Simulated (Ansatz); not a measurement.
# ClW: the cost of one run

The runs use Ansatz 0.2.0, Gaussian basis; def2-QZVPP, core rule «outside noble gas», up to 9 orbitals frozen.

The runs, in order: UHF; ROHF; CCSD(T) on UHF.

2 further runs of the same task are left out: 2 set aside as unsound or not needed.

## (1) The system

The geometry is a PBE0/def2-TZVP stationary point (not a proven minimum). No spin-orbit coupling is included. Elements past krypton take def2 core potentials.

2 atoms, charge 0, spin multiplicity 2.

Atoms are counted from 1 here; the program's logs count them from 0.

Bond lengths: W1–Cl2 2.244 Å.

## (2) UHF

Input file in.yaml:

```yaml
crystal:
  periodic: [false, false, false]
  atoms:
    - {symbol: W, position_ang: [0.000000, 0.000000, 0.000000]}
    - {symbol: Cl, position_ang: [0.000000, 0.000000, 2.243923]}
basis:
  gaussian: {orbitals: "def2-QZVPP.json"}
magnetization: {spin_polarized: true, initial_magnetization: 1}
hamiltonian: {xc: hf}
output: {orbitals: {seedname: orbitals}}
```

Command:

```sh
ansatz run in.yaml --threads 1 --pin off --events-out ev --progress --plain --max-ram 2560MiB --backend cpu
```

**Question.** How long does this run take on 1 thread of AMD EPYC 7R13, shared host, and how much memory does it need?

About 68 s, with a peak of 0.42 GiB.
